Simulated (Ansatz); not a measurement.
# CsLiCr2Te2S3 under changes of volume

One of the cells (27.097 Å³/atom); the others are scaled copies at fixed shape and fractional positions:

```
Cs Li Cr Te S
1.0
     7.05684    0.00000    0.00788
     0.00000    3.98060    0.00000
    -2.68302    0.00000    8.67869
Cs Li Cr Te S
1 1 2 2 3
Cartesian
  -0.4655 0.0000 3.2730
  3.9824 1.9903 6.8528
  -1.6462 0.0000 8.2124
  1.5770 1.9903 8.4373
  3.1779 0.0000 1.3292
  1.9151 0.0000 6.5041
  4.3316 0.0000 5.9520
  -0.4879 1.9903 7.3270
  6.6516 1.9903 0.4725
```

The cell was built by a generator and needn't be a form met in nature.

```yaml
Program: Ansatz 0.2.0
Functional: PBE
Potentials_or_basis: Ansatz PAW
Cutoff: "420 eV (not typed: the program's choice for these potentials)"
k_mesh: 4 × 7 × 3
Occupations: fermi-dirac, width 0.05 eV
Spin: collinear spin, ferromagnetic start
Starting_moments: "[0.0, 0.0, 3.0, 3.0, 0.0, 0.0, 0.0, 0.0, 0.0] μB"
```

```csv
volume (Å³/atom),energy over the lowest point (meV/atom),pressure (GPa),gap on the mesh (eV),largest force (eV/Å)
25.471,15.55,3.2,0.55,0.586
26.013,6.70,2.0,0.52,0.377
26.555,1.65,1.0,0.50,0.184
27.097,0.00,0.0,0.48,0.009
27.639,1.41,-0.8,0.45,0.162
28.181,?,?,?,?
28.723,12.13,-2.3,0.41,0.458
```

**Question.** What does the run at 28.181 Å³/atom give?

**Answer.** Energy over the lowest point 5.55 meV/atom; pressure -1.6 GPa; gap on the mesh 0.43 eV; largest force 0.315 eV/Å.

Worked out: A Birch-Murnaghan fit of order 3 (a polynomial in V^(-2/3)) to the other rows has its minimum at 27.11 Å³/atom with B0 = V·E''(V) = 45 GPa and B' = 4.5 at fixed shape and positions, which overstates the stiffness. It gives 5.54 meV/atom at 28.181 Å³/atom, against the run's 5.55, and -dE/dV = -1.6 GPa, against -1.6. A straight line through the other rows of the gap, of slope -1.16 eV per unit of ln V, gives 0.43 eV, against the run's 0.43.

Energies are extrapolated to zero smearing.

Caveats: odd divisions of the mesh miss points on the zone boundary, where band edges often lie, so the gap on the mesh can be too wide; spin-orbit coupling is left out, which moves the levels of the heavy elements; only a ferromagnetic start was run, and an antiferromagnetic order may lie lower in energy.

A mesh can miss the band edges.
